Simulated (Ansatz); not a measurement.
# NO2F (SMILES O=[N+]([O-])F) at B2PLYP/STO-3G

Aim: the electronic atomisation energy of NO2F at B2PLYP/STO-3G, from 4 runs. 

The calculation is run with Ansatz 0.2.0.

58 further runs of the same task are left out: 10 that didn't finish, 48 set aside as unsound or not needed.

## (1) The system as given

NO2F: 4 atoms, total charge 0, spin state singlet. As SMILES, `O=[N+]([O-])F`. The shape is that of a GFN2-xTB optimisation.

Bond lengths: O1–N2 1.145 Å, N2–O3 1.145 Å. Angles: O1–N2–O3 140.2°. A long bond or contact: N2–F4 1.545 Å.

## (2) A single-point energy at B2PLYP/STO-3G

Contents of molecule.yaml:

```yaml
crystal:
  periodic: [false, false, false]
  atoms:
    - {symbol: O, position_ang: [0.188740, 0.465950, 1.115660]}
    - {symbol: N, position_ang: [0.109710, -0.098240, 0.122020]}
    - {symbol: O, position_ang: [0.475520, -1.064170, -0.373030]}
    - {symbol: F, position_ang: [-0.773970, 0.696460, -0.864650]}
basis:
  gaussian: {orbitals: STO-3G}
accuracy: high
total_charge: 0
hamiltonian: {xc: {name: B2PLYP}}
correlation: {frozen_orbitals: {F: 1, "N": 1, O: 1}}
```

Run with:

```sh
$ ansatz run molecule.yaml --threads 1 --pin off --max-ram 2610MiB --events-out events.jsonl --progress --plain --runs-dir runs
```

The log of the run:

```text
Warning: RAYON_NUM_THREADS=1 ignored (pool sized by the plan → 1); use --threads N
Functional definition: B2PLYP
  name "B2PLYP"
  parameter a = 0.53
  parameter c = 0.27
  exchange = (1 - a)*b88_x + a*exact_x
  correlation = (1 - c)*lyp_c + c*(mp2_os + mp2_ss)
368 factors; integrals over basis functions are off by at most 3.8e-8 eV
mean field evaluation 1: about -8158.9611 eV, gradient 5.1e1 eV
mean field evaluation 2: about -8159.0270 eV, gradient 5.1e1 eV
mean field evaluation 4: about -8166.1340 eV, gradient 5.5e0 eV
mean field evaluation 8: about -8166.2560 eV, gradient 2.7e-1 eV
mean field evaluation 16: about -8166.2568 eV, gradient 9.2e-6 eV
mean field -8166.25680888 eV, -300.1044024387 hartree, gradient 2.9e-8 eV, S^2 0.000000; 0 other end points of the search recorded, 0 dependent functions left out
4 core orbitals not correlated: weight in the atoms' cores, before any rotation towards them, 1.000 or more for the frozen orbitals, at most 0.000 for the correlated occupied ones
reference -8166.25681901 eV, -300.1044028111 hartree; 12, 12 occupied and 4, 4 virtual orbitals, 368 factors
second order -8.54658813 eV of doubles, -0.00000000 eV of singles
Total energy: -8168.56439781 eV, -300.1892047676 hartree
```

It took 1.7 s on 1 thread of Arm Neoverse V1, shared host; peak memory 0.095 GiB.

## (3) The F atom at the same level

Contents of molecule.yaml:

```yaml
crystal:
  periodic: [false, false, false]
  atoms:
    - {symbol: F, position_ang: [0.000000, 0.000000, 0.000000]}
basis:
  gaussian:
    orbitals: STO-3G
magnetization:
  spin_polarized: true
  initial_magnetization: 1
hamiltonian:
  xc: {name: B2PLYP}
correlation:
  frozen_orbitals: {F: 1}
accuracy: high
```

Run with:

```sh
$ ansatz run molecule.yaml --threads 1 --pin off --max-ram 2610MiB --events-out events.jsonl --progress --plain --runs-dir runs
```

The log of the run, cut to the lines that bear on the results:

```text
Warning: RAYON_NUM_THREADS=1 ignored (pool sized by the plan → 1); use --threads N
[... 6 set-up lines as earlier in the session ...]
15 factors; integrals over basis functions are off by at most 1.2e-9 eV
mean field evaluation 1: about -2671.8152 eV, gradient 1.3e-12 eV
mean field evaluation 2: about -2671.8159 eV, gradient 7.1e-12 eV
mean field -2671.81592848 eV, -98.1874243497 hartree, gradient 0.0e0 eV, S^2 0.750000; 0 other end points of the search recorded, 0 dependent functions left out
1 core orbitals not correlated: weight in the atoms' cores, before any rotation towards them, 1.000 or more for the frozen orbitals, at most 0.000 for the correlated occupied ones
reference -2671.81593295 eV, -98.1874245139 hartree; 4, 3 occupied and 0, 1 virtual orbitals, 15 factors
second order 0.00000000 eV of doubles, 0.00000000 eV of singles
Total energy: -2671.81593295 eV, -98.1874245139 hartree
```

Wall time 0.18 s (1 thread of Arm Neoverse V1, shared host).

## (4) The N atom

Contents of molecule.yaml:

```yaml
crystal:
  periodic: [false, false, false]
  atoms:
    - {symbol: N, position_ang: [0.000000, 0.000000, 0.000000]}
basis:
  gaussian:
    orbitals: STO-3G
magnetization:
  spin_polarized: true
  initial_magnetization: 3
hamiltonian:
  xc: {name: B2PLYP}
correlation:
  frozen_orbitals: {"N": 1}
accuracy: high
```

Run the same way, it converges to -53.83561 Eh (log not shown).

## (5) The O atom

Contents of molecule.yaml:

```yaml
crystal:
  periodic: [false, false, false]
  atoms:
    - {symbol: O, position_ang: [0.000000, 0.000000, 0.000000]}
basis:
  gaussian: {orbitals: STO-3G}
total_charge: 0
magnetization: {spin_polarized: true, initial_magnetization: 2}
hamiltonian: {xc: {name: B2PLYP}}
correlation: {frozen_orbitals: {O: 1}}
accuracy: high
```

Run the same way, it converges to -73.96694 Eh (log not shown).

## (6) Results

Level: B2PLYP/STO-3G, 4 core orbitals frozen.

```
                     quantity          value
       molecule: total energy  -300.18920 Eh
         F atom: total energy   -98.18742 Eh
                 F atom: ⟨S²⟩          0.750
         N atom: total energy   -53.83561 Eh
                 N atom: ⟨S²⟩          3.750
         O atom: total energy   -73.96694 Eh
                 O atom: ⟨S²⟩          2.000
electronic atomisation energy       6.321 eV
```

In words: Taking the molecule apart into free atoms costs 6.32 eV (146 kcal/mol), before zero-point energy and without spin-orbit coupling. In a minimal basis such a difference can be off by several eV, whatever the method.
